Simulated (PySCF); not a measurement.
# Tb²⁺: ionisation energy in x2c-TZVPPall

Each state of terbium is computed at each level; their differences give the ionisation energy. How far do the methods differ?

The numbers are computed with PySCF 2.14.0 (unrestricted determinants in a Gaussian basis, no spin-orbit coupling in the energies), except any that are marked as measured or tabulated.

### Step 1. The system

- Element: terbium (Z = 65)
- Basis: x2c-TZVPPall (11s7p7d4f2g, 113 functions)
- Hamiltonian: scalar relativity by spin-free X2C-1e
- State 1: Tb²⁺: [Xe] 4f9, one real determinant
- Needed too, but not shown: Tb⁺ [Xe] 4f9 6s1 (high-spin determinant)
- Methods: UHF, LDA, PBE, PBE0, r2SCAN, MP2
- Core shells frozen in the correlated runs: valence: [Kr] 4d10; valence and next inner shell: [Ar] 3d10 (for Tb²⁺)

Outer shells as boxes (Hund's rule):

Tb2+ [Xe] 4f9
```
[Xe] core
4f [↑↓][↑↓][↑ ][↑ ][↑ ][↑ ][↑ ]
```

One driver process ran all states and methods and kept the integrals in memory. Each run is shown as a PySCF script that sums up its settings (the driver passes frozen orbitals as a list and adds second-order terms of double hybrids); the logs are those of the runs themselves. The driver starts from symmetry-adapted Hartree-Fock orbitals, holds the occupation by maximum overlap and uses a logarithmic radial grid for functionals, so a plain start would take other cycles.

The driver's launch:

```
$ OMP_NUM_THREADS=1 python atomrun2.py TASK.json OUT
```

The integrals over 113 functions and the set-up took 15 s of CPU time.

### Step 2. Tb²⁺: the ladder of methods

Level: UHF.

input.py

```python
from pyscf import gto, scf, dft, mp, cc
import basis_set_exchange as bse
mol = gto.M(atom="Tb 0 0 0", charge=2, spin=5, symmetry="D2h",
            basis=gto.basis.parse(bse.get_basis("x2c-TZVPPall", elements=["Tb"], fmt="nwchem", header=False)),
            nucmod="G")
mf = scf.UHF(mol).sfx2c1e()
mf.irrep_nelec = {'Ag': (9, 9), 'B1g': (2, 2), 'B2g': (2, 2), 'B3g': (2, 2), 'Au': (1, 0), 'B1u': (6, 4), 'B2u': (6, 6), 'B3u': (6, 4)}
mf.kernel()
```

Level: LDA.

input.py, as changed from the run before:

```diff
@@ -5,3 +5,3 @@
             nucmod="G")
-mf = scf.UHF(mol).sfx2c1e()
+mf = dft.UKS(mol, xc="LDA,VWN").sfx2c1e()
 mf.irrep_nelec = {'Ag': (9, 9), 'B1g': (2, 2), 'B2g': (2, 2), 'B3g': (2, 2), 'Au': (1, 0), 'B1u': (6, 4), 'B2u': (6, 6), 'B3u': (6, 4)}
```

Level: PBE.

input.py, as changed from the run before:

```diff
@@ -5,3 +5,3 @@
             nucmod="G")
-mf = dft.UKS(mol, xc="LDA,VWN").sfx2c1e()
+mf = dft.UKS(mol, xc="PBE").sfx2c1e()
 mf.irrep_nelec = {'Ag': (9, 9), 'B1g': (2, 2), 'B2g': (2, 2), 'B3g': (2, 2), 'Au': (1, 0), 'B1u': (6, 4), 'B2u': (6, 6), 'B3u': (6, 4)}
```

Level: PBE0.

input.py, as changed from the run before:

```diff
@@ -5,3 +5,3 @@
             nucmod="G")
-mf = dft.UKS(mol, xc="PBE").sfx2c1e()
+mf = dft.UKS(mol, xc="PBE0").sfx2c1e()
 mf.irrep_nelec = {'Ag': (9, 9), 'B1g': (2, 2), 'B2g': (2, 2), 'B3g': (2, 2), 'Au': (1, 0), 'B1u': (6, 4), 'B2u': (6, 6), 'B3u': (6, 4)}
```

Level: r2SCAN.

input.py, as changed from the run before:

```diff
@@ -5,3 +5,3 @@
             nucmod="G")
-mf = dft.UKS(mol, xc="PBE0").sfx2c1e()
+mf = dft.UKS(mol, xc="R2SCAN").sfx2c1e()
 mf.irrep_nelec = {'Ag': (9, 9), 'B1g': (2, 2), 'B2g': (2, 2), 'B3g': (2, 2), 'Au': (1, 0), 'B1u': (6, 4), 'B2u': (6, 6), 'B3u': (6, 4)}
```

Level: MP2 (valence).

input.py, as changed from the run before:

```diff
@@ -5,4 +5,5 @@
             nucmod="G")
-mf = dft.UKS(mol, xc="R2SCAN").sfx2c1e()
+mf = scf.UHF(mol).sfx2c1e()
 mf.irrep_nelec = {'Ag': (9, 9), 'B1g': (2, 2), 'B2g': (2, 2), 'B3g': (2, 2), 'Au': (1, 0), 'B1u': (6, 4), 'B2u': (6, 6), 'B3u': (6, 4)}
 mf.kernel()
+mp.UMP2(mf, frozen=23).kernel()
```

Level: MP2 (valence and next inner shell).

input.py, as changed from the run before:

```diff
@@ -8,2 +8,2 @@
 mf.kernel()
-mp.UMP2(mf, frozen=23).kernel()
+mp.UMP2(mf, frozen=14).kernel()
```

Q: Predict the outcome of this session.

**Answer**, as computed:

| quantity | value |
| --- | --- |
| ionisation energy, Tb⁺ | UHF 10.691, MP2 (valence and next inner shell) 11.565 eV; reference 11.513 ± 0.02 |

What this shows: The methods span 1.216 eV, from UHF (10.691) to LDA (11.907). The reference is uncertain or not like for like (spin-orbit coupling or other relativistic terms), so no ranking of close methods is drawn. The basis is finite, and no extrapolation was made.
